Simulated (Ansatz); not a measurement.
# LaB2Rh3: the cost of one run

Method: DFT PBEsol, scalar-relativistic, plane waves, PAW, in Ansatz 0.2.0.

## Step 1: The starting structure

Symmetry: P6/mmm, No. 191, hexagonal system. The conventional cell has a = 5.483 Å, b = 5.483 Å, c = 3.141 Å, α = 90.00°, β = 90.00°, γ = 120.00°. La (site symmetry 6/mmm) is surrounded by 2 La at 3.14 Å and 12 Rh at 3.16 Å and 6 B at 3.17 Å. Around B (site symmetry -6m2) lie 6 Rh at 2.23 Å and 3 La at 3.17 Å. Rh (site symmetry mmm) is surrounded by 4 B at 2.23 Å.

As a file:

```
La B Rh
1.0
     5.48300    0.00000    0.00000
    -2.74150    4.74842    0.00000
     0.00000    0.00000    3.14100
La B Rh
1 2 3
Direct
  0.00000 0.00000 0.00000
  0.33333 0.66667 0.00000
  0.66667 0.33333 0.00000
  0.50000 0.00000 0.50000
  0.50000 0.50000 0.50000
  0.00000 0.50000 0.50000
```

Source of the structure: the Crystallography Open Database.

(A quick probe on a coarse mesh, which set the mesh and smearing, is not shown.)

## Step 3: Relaxing cell and atoms

input.yaml

```yaml
crystal:
  lattice:
    - [5.483, 0.0, 0.0]
    - [-2.7415, 4.748417289, 0.0]
    - [0.0, 0.0, 3.141]
  atoms:
    - { symbol: La, position: [0.0, 0.0, 0.0] }
    - { symbol: B, position: [0.3333333333, 0.6666666667, 0.0] }
    - { symbol: B, position: [0.6666666667, 0.3333333333, 0.0] }
    - { symbol: Rh, position: [0.5, 0.0, 0.5] }
    - { symbol: Rh, position: [0.5, 0.5, 0.5] }
    - { symbol: Rh, position: [0.0, 0.5, 0.5] }
basis:
  ecutwfc: 420
kpoints:
  mp_grid: { grid: [9, 9, 12] }
hamiltonian:
  xc: pbesol
scf:
  occupations: { method: gaussian, width: 0.1 }
output:
  forces: true
  stress: true
  eigenvalues: true
relax:
  adjacent_minimum: "off"
  f_tol: 0.005
  max_steps: 80
  cell: { stress_tol: 0.05 }
```

Run with:

```bash
$ ansatz run input.yaml --threads 2 --pin off --max-ram 5120MiB --backend cpu --events-out ev --progress --plain --runs-dir out
```

**Question.** How long does this run take on 2 threads of Arm Neoverse V1, shared host, and how much memory does it need?

About 53 s, with a peak of 0.54 GiB.
